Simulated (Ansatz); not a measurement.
I need a geometry optimisation of C3H7ClOSi, SMILES ClC1CO[SiH2]C1. Use the Python package of Ansatz (0.2.0). Level of theory: B3LYP, 6-31G* basis, multiplicity 1.

```xyz
13

Cl   -2.2632    1.3836    0.3697
C    -0.8683    0.5291   -0.3454
C    -0.9538   -0.9848   -0.0818
O     0.2770   -1.6211   -0.3470
Si    1.4802   -0.4678    0.0697
C     0.4378    1.0285    0.2399
H    -0.8722    0.7055   -1.4443
H    -1.7381   -1.4283   -0.7311
H    -1.2419   -1.1768    0.9766
H     2.4392   -0.3161   -1.0343
H     2.1219   -0.8177    1.3454
H     0.3335    1.2800    1.3170
H     0.8479    1.8860   -0.3343
```

`c3h7closi.py`:
```python
"""Geometry optimisation of C3H7ClOSi."""

import ansatz as az
import numpy as np

c3h7closi = (
    az.Crystal.molecule()
    .atom("Cl", (-2.2632, 1.3836, 0.3697))
    .atom("C", (-0.8683, 0.5291, -0.3454))
    .atom("C", (-0.9538, -0.9848, -0.0818))
    .atom("O", (0.277, -1.6211, -0.347))
    .atom("Si", (1.4802, -0.4678, 0.0697))
    .atom("C", (0.4378, 1.0285, 0.2399))
    .atom("H", (-0.8722, 0.7055, -1.4443))
    .atom("H", (-1.7381, -1.4283, -0.7311))
    .atom("H", (-1.2419, -1.1768, 0.9766))
    .atom("H", (2.4392, -0.3161, -1.0343))
    .atom("H", (2.1219, -0.8177, 1.3454))
    .atom("H", (0.3335, 1.28, 1.317))
    .atom("H", (0.8479, 1.886, -0.3343))
)

model = (
    c3h7closi.calculation()
    .basis(gaussian="6-31G*")
    .functional("b3lyp")
)
symbols = [site.symbol for site in c3h7closi.cartesian_sites]
start = np.array([site.position_ang for site in c3h7closi.cartesian_sites], dtype=float)
def progress(event):
    if event["event"] == "relax_step":
        row = event["data"]
        print(f"step {row['step']:3d}  E = {row['lagrangian_ev']:.6f} eV  max force {row['allowed_force_max_ev_ang']:.4f} eV/A")


summary = model.relax(force_tolerance=0.01).session().plan().execute(on_event=progress).report
end = np.array(summary["positions_ang"])

for key in ("converged", "free_energy_ev", "reference_energy_ev", "n_frozen", "n_occupied", "n_virtual"):
    print(f"{key:22s} {summary[key]}")

print("bond        before    after (A)")
for i, j in [(0, 1), (1, 2), (1, 5), (1, 6), (2, 3), (2, 7), (2, 8), (3, 4), (4, 5), (4, 9), (4, 10), (5, 11), (5, 12)]:
    d0, d1 = (np.linalg.norm(xyz[i] - xyz[j]) for xyz in (start, end))
    print(f"{symbols[i]}{i}-{symbols[j]}{j}".ljust(10), f"{d0:8.4f} {d1:8.4f}")
for i, j, k in [(0, 1, 2), (0, 1, 5), (0, 1, 6), (2, 1, 5), (2, 1, 6), (5, 1, 6), (1, 2, 3), (1, 2, 7)]:
    u, v = end[i] - end[j], end[k] - end[j]
    print(f"angle {symbols[i]}{i}-{symbols[j]}{j}-{symbols[k]}{k}: {np.degrees(np.arccos(np.clip(u @ v / np.linalg.norm(u) / np.linalg.norm(v), -1, 1))):.2f} deg")
with open("c3h7closi_opt.xyz", "w") as handle:
    handle.write(f"{len(symbols)}\nrelaxed C3H7ClOSi\n")
    handle.writelines(f"{s:2s} {x:11.6f} {y:11.6f} {z:11.6f}\n" for s, (x, y, z) in zip(symbols, end))
```

```console
$ python c3h7closi.py
step   1  E = -25673.093741 eV  max force 1.6604 eV/A
step   2  E = -25673.290667 eV  max force 0.9777 eV/A
step   3  E = -25673.324945 eV  max force 0.2983 eV/A
step   4  E = -25673.330007 eV  max force 0.0904 eV/A
step   5  E = -25673.331357 eV  max force 0.0577 eV/A
step   6  E = -25673.332552 eV  max force 0.0458 eV/A
step   7  E = -25673.326475 eV  max force 0.1642 eV/A
step   8  E = -25673.332986 eV  max force 0.0331 eV/A
step   9  E = -25673.333047 eV  max force 0.0094 eV/A
converged              True
free_energy_ev         -25673.333294365664
reference_energy_ev    -25673.333294365664
n_frozen               0
n_occupied             [32, 32]
n_virtual              [80, 80]
bond        before    after (A)
Cl0-C1       1.7853   1.8257
C1-C2        1.5391   1.5410
C1-C5        1.5159   1.5319
C1-H6        1.1130   1.0930
C2-O3        1.4107   1.4313
C2-H7        1.1106   1.0936
C2-H8        1.1136   1.0984
O3-Si4       1.7180   1.6822
Si4-C5       1.8315   1.9043
Si4-H9       1.4702   1.4861
Si4-H10      1.4702   1.4872
C5-H11       1.1110   1.0964
C5-H12       1.1105   1.0928
angle Cl0-C1-C2: 110.07 deg
angle Cl0-C1-C5: 113.62 deg
angle Cl0-C1-H6: 104.92 deg
angle C2-C1-C5: 108.28 deg
angle C2-C1-H6: 109.49 deg
angle C5-C1-H6: 110.39 deg
angle C1-C2-O3: 107.46 deg
angle C1-C2-H7: 111.63 deg
```

`c3h7closi_opt.xyz`, as written:
```text
13
relaxed C3H7ClOSi
Cl   -2.355669    1.424275    0.191714
C    -0.861713    0.531635   -0.360077
C    -0.998318   -0.971262   -0.048318
O     0.284669   -1.571103   -0.255360
Si    1.538421   -0.488667    0.038088
C     0.430993    1.040608    0.285393
H    -0.830171    0.678134   -1.442730
H    -1.723593   -1.455488   -0.708214
H    -1.324549   -1.109348    0.991422
H     2.454742   -0.425156   -1.130137
H     2.330663   -0.843107    1.245780
H     0.275172    1.215749    1.356423
H     0.779353    1.973832   -0.163883
```

Total energies depend on the basis set; only differences at equal settings carry meaning. The end point is the stationary point reached from this start; no frequency run checks that it is a minimum, and the basis set is modest. b3lyp holds the VWN-RPA fit, as in Gaussian; the form of ORCA and Turbomole is b3lyp5. Wall time of the script: 86 s on 1 thread of Arm Neoverse V1, on a shared host, peak memory 0.35 GiB.

(Lines on the test bed's own set-up are left out of the output.)
